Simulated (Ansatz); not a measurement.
# GeH2F (SMILES [F][GeH2]): levels of theory compared

Wanted: a comparison of 5 runs (UHF/STO-3G, UB2PLYP/STO-3G, UPBE0/STO-3G, RPA@PBE/STO-3G, UCCSD/STO-3G) of GeH2F. 

The results are computed with Ansatz 0.2.0.

61 further runs of the same task are left out: 18 that didn't finish, 43 set aside as unsound or not needed.

**1. Starting point**

GeH2F: 4 atoms, total charge 0, spin state doublet. SMILES: `[F][GeH2]`. The Ge2–F1 distance was set to 4.363 Å, away from the relaxed value. At this shape a bond of the SMILES string is far longer than usual.

Bond lengths: Ge2–H3 1.549 Å, Ge2–H4 1.549 Å. Angles: H3–Ge2–H4 113.3°.

**2. The energy at UHF/STO-3G (run 1)**

Contents of input.yaml:

```yaml
crystal:
  periodic: [false, false, false]
  atoms:
    - {symbol: F, position_ang: [-0.113047, -1.128693, 3.990619]}
    - {symbol: Ge, position_ang: [0.305700, -0.223200, -0.257100]}
    - {symbol: H, position_ang: [-1.078800, -0.527800, -0.882000]}
    - {symbol: H, position_ang: [0.690400, 1.276000, -0.323100]}
basis:
  gaussian:
    orbitals: STO-3G
accuracy: high
magnetization:
  spin_polarized: true
  initial_magnetization: 1
hamiltonian:
  xc: hf
```

On the command line:

```sh
$ ansatz run input.yaml --threads 1 --pin off --max-ram 2610MiB --events-out events.jsonl --progress --plain --runs-dir runs
```

What it wrote:

```text
Warning: RAYON_NUM_THREADS=1 ignored (pool sized by the plan → 1); use --threads N
Functional definition: HF
  name "HF"
  exchange = exact_x
  correlation = 0
308 factors; integrals over basis functions are off by at most 2.6e-8 eV
mean field evaluation 1: about -58513.8342 eV, gradient 5.7e0 eV
mean field evaluation 2: about -58513.8419 eV, gradient 5.7e0 eV
mean field evaluation 4: about -58514.1520 eV, gradient 4.0e0 eV
mean field evaluation 8: about -58514.2548 eV, gradient 3.1e0 eV
mean field evaluation 16: about -58526.3552 eV, gradient 1.1e-1 eV
mean field evaluation 32: about -58526.3593 eV, gradient 3.3e-3 eV
mean field evaluation 64: about -58526.3569 eV, gradient 2.3e-2 eV
mean field evaluation 96: about -58526.3584 eV, gradient 2.0e-3 eV
mean field evaluation 128: about -58525.1057 eV, gradient 1.4e-1 eV
mean field evaluation 160: about -58526.1796 eV, gradient 8.9e-4 eV
mean field -58526.36034214 eV, -2150.8040719819 hartree, gradient 1.7e-8 eV, S^2 1.246978; 4 other end points of the search recorded, 0 dependent functions left out
reference -58526.36034214 eV, -2150.8040719819 hartree; 22, 21 occupied and 3, 4 virtual orbitals, 308 factors
Total energy: -58526.36034214 eV, -2150.8040719819 hartree
```

Wall time 0.9 s (1 thread of Arm Neoverse V1, shared host).

**3. A single-point energy at UB2PLYP/STO-3G (run 2)**

Edit input.yaml of step 2 so:

```diff
@@ -10,3 +10,2 @@
     orbitals: STO-3G
-accuracy: high
 magnetization:
@@ -15,2 +14,5 @@
 hamiltonian:
-  xc: hf
+  xc: {name: B2PLYP}
+correlation:
+  frozen_orbitals: {F: 1, Ge: 9, H: 0}
+accuracy: high
```

On the command line:

```sh
$ ansatz run input.yaml --threads 1 --pin off --max-ram 2610MiB --events-out events.jsonl --progress --plain --runs-dir runs
```

What it wrote (excerpt; [...] marks lines left out):

```text
Warning: RAYON_NUM_THREADS=1 ignored (pool sized by the plan → 1); use --threads N
Functional definition: B2PLYP
  name "B2PLYP"
[...]
308 factors; integrals over basis functions are off by at most 2.6e-8 eV
[...]
mean field -58558.14624969 eV, -2151.9721825389 hartree, gradient 2.9e-8 eV, S^2 1.114806; 9 other end points of the search recorded, 0 dependent functions left out
10 core orbitals not correlated: weight in the atoms' cores, before any rotation towards them, 1.000 or more for the frozen orbitals, at most 0.000 for the correlated occupied ones
reference -58558.14626691 eV, -2151.9721831719 hartree; 12, 11 occupied and 3, 4 virtual orbitals, 308 factors
second order -1.01777284 eV of doubles, -0.00000000 eV of singles
Total energy: -58558.42106558 eV, -2151.9822818366 hartree
```

Wall time 29 s (1 thread of Arm Neoverse V1, shared host); peak memory 0.14 GiB.

Runs 3 to 4 aren't shown in full; the table further down has their settings and results.

**4. A single-point energy at UCCSD/STO-3G (run 5)**

Contents of in.yaml:

```yaml
crystal:
  periodic: [false, false, false]
  atoms:
    - {symbol: F, position_ang: [-0.113047, -1.128693, 3.990619]}
    - {symbol: Ge, position_ang: [0.305700, -0.223200, -0.257100]}
    - {symbol: H, position_ang: [-1.078800, -0.527800, -0.882000]}
    - {symbol: H, position_ang: [0.690400, 1.276000, -0.323100]}
basis:
  gaussian: {orbitals: STO-3G}
total_charge: 0
magnetization: {spin_polarized: true, initial_magnetization: 1}
correlation: {method: ccsd, frozen_orbitals: {F: 1, Ge: 9, H: 0}}
accuracy: high
scf: {omitted_lower_state_checks: [cluster_reference, increment]}
```

On the command line:

```sh
$ ansatz run in.yaml --threads 1 --pin off --max-ram 2610MiB --events-out events.jsonl --progress --plain --runs-dir runs
```

What it wrote:

```text
Warning: RAYON_NUM_THREADS=1 ignored (pool sized by the plan → 1); use --threads N
[... 17 lines left out ...]
10 core orbitals not correlated: weight in the atoms' cores, before any rotation towards them, 1.000 or more for the frozen orbitals, at most 0.000 for the correlated occupied ones
[... 179 lines left out ...]
Total energy: -58527.56088288 eV, -2150.8481910403 hartree
Checks for a lower state left out: cluster_reference, increment
```

Run time: 2.8 s. Hardware: 1 thread of Arm Neoverse V1, shared host.

**5. All runs side by side**

```
run           level  frozen core orbitals   energy (Eh)   ⟨S²⟩  wall time
  1      UHF/STO-3G                     –  -2150.804072  1.247      0.9 s
  2  UB2PLYP/STO-3G                    10  -2151.982282  1.115       29 s
  3    UPBE0/STO-3G                     –  -2152.111973  1.179       15 s
  4  RPA@PBE/STO-3G                    10  -2150.895450  1.263       76 s
  5    UCCSD/STO-3G                    10  -2150.848191  1.247      2.8 s
```

**6. What came out**

| quantity | value |
| --- | --- |
| run 5: total energy | -2150.84819 Eh |
| run 5: correlation energy (10 core orbitals frozen) | -44.1 mEh |
| run 5: ⟨S²⟩ of the reference determinant | 1.247 |
| run 5: T1 diagnostic | 0.069 |

**Reading.** Totals of different functionals can't be ranked against each other. In runs 1, 2, 3, 4, 5 the basis is minimal, so the values are rough. Spin contamination of the reference: run 4 ⟨S²⟩ = 1.26, run 1 ⟨S²⟩ = 1.25, run 5 ⟨S²⟩ = 1.25, run 3 ⟨S²⟩ = 1.18, run 2 ⟨S²⟩ = 1.11. All runs together took 2.1 min, the longest 76 s.
